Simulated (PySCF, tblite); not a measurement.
# C4H13NSi3: geometry, infrared bands and NMR shifts

What infrared bands and NMR shifts should C4H13NSi3 (`[SiH3]/C=C/[Si@H]1CC[SiH2]N1`) show?

Computed with tblite 0.8.0 and PySCF 2.14.0, with density-fitted response routines of our own, on a single molecule in the gas phase. Atoms are numbered from 0 throughout.

## (1) The starting structure

21 atoms, charge 0, multiplicity 1; geometry from: force field or distance geometry start.

Bonds of the start (Å): Si0–C1 1.85, C1–C2 1.34, C2–Si3 1.84, Si3–C4 1.91, C4–C5 1.54, C5–Si6 1.89, Si6–N7 1.71, N7–Si3 1.71, Si0–H8 1.48, Si0–H9 1.47, Si0–H10 1.48, C1–H11 1.09, C2–H12 1.07, Si3–H13 1.48, C4–H14 1.08, C4–H15 1.10, C5–H16 1.09, C5–H17 1.10, Si6–H18 1.48, Si6–H19 1.49, N7–H20 1.01.

## (2) Geometry optimisation with GFN2-xTB

The job: settings as JSON, then the geometry in Å.

```
{"job": {"kind": "relax", "xc": "GFN2-xTB", "basis": "xTB"}, "charge": 0, "multiplicity": 1}
Si     3.693400     0.998700    -0.024300
C      1.890400     0.583100    -0.063900
C      1.319700    -0.325600    -0.859900
Si    -0.474500    -0.737800    -0.919400
C     -1.099800    -1.486000     0.725200
C     -2.508900    -0.904800     0.923500
Si    -2.459000     0.814200     0.142600
N     -1.356400     0.704900    -1.160700
H      3.874400     2.403200    -0.460500
H      4.437600     0.095500    -0.920300
H      4.194900     0.854500     1.359000
H      1.317300     1.143300     0.672900
H      1.887100    -0.883500    -1.578300
H     -0.767000    -1.651400    -2.041600
H     -1.120700    -2.569700     0.700700
H     -0.440200    -1.172700     1.548400
H     -3.246600    -1.514800     0.407100
H     -2.774400    -0.886500     1.986500
H     -3.780200     1.261500    -0.339300
H     -1.862100     1.790000     1.092400
H     -0.734000     1.501000    -1.138700
```

The run is started by

```
OMP_NUM_THREADS=1 python probes_run.py task.json out
```

One launch serves the whole session: the jobs run in the order shown.

**Question.** This job is followed by: GFN2-xTB harmonic vibrations, gas phase; GIAO PBE0/pcSseg-1 NMR shielding, non-relativistic, gas phase. Predict these results of the whole session: strongest single infrared mode (GFN2-xTB); zero-point energy (GFN2-xTB); 13C shifts against TMS (PBE0/pcSseg-1); 1H shifts against TMS (PBE0/pcSseg-1, means over atoms taken as alike); 29Si shifts against TMS (PBE0/pcSseg-1); 15N shifts against NH3 (PBE0/pcSseg-1).

**Answer**, as computed:

```
                                                              quantity                                                                  value
                             strongest single infrared mode (GFN2-xTB)                                                  2188 cm⁻¹, 520 km/mol
                                          zero-point energy (GFN2-xTB)                                                          94.8 kcal/mol
                                13C shifts against TMS (PBE0/pcSseg-1)                                            163.4, 151.4, 13.7, 8.6 ppm
1H shifts against TMS (PBE0/pcSseg-1, means over atoms taken as alike)  7.30, 7.17, 5.18, 5.05, 5.02, 4.22, 1.34, 1.23, 1.06, 0.74, -0.37 ppm
                               29Si shifts against TMS (PBE0/pcSseg-1)                                                -13.8, -22.3, -72.0 ppm
                                15N shifts against NH3 (PBE0/pcSseg-1)                                                               16.5 ppm
```

**Reading.** Over 94 steps the energy fell by 0.498 eV; of the close pairs, C2–Si3 changed most, 1.842 to 1.883 Å. All 57 modes are real, so the xTB geometry is a minimum. The strongest single mode, at 2188 cm⁻¹, moves mainly H19. GFN2-xTB is a fitted tight-binding method: band positions and strengths are rough. Its intensities can rank the bands wrongly.
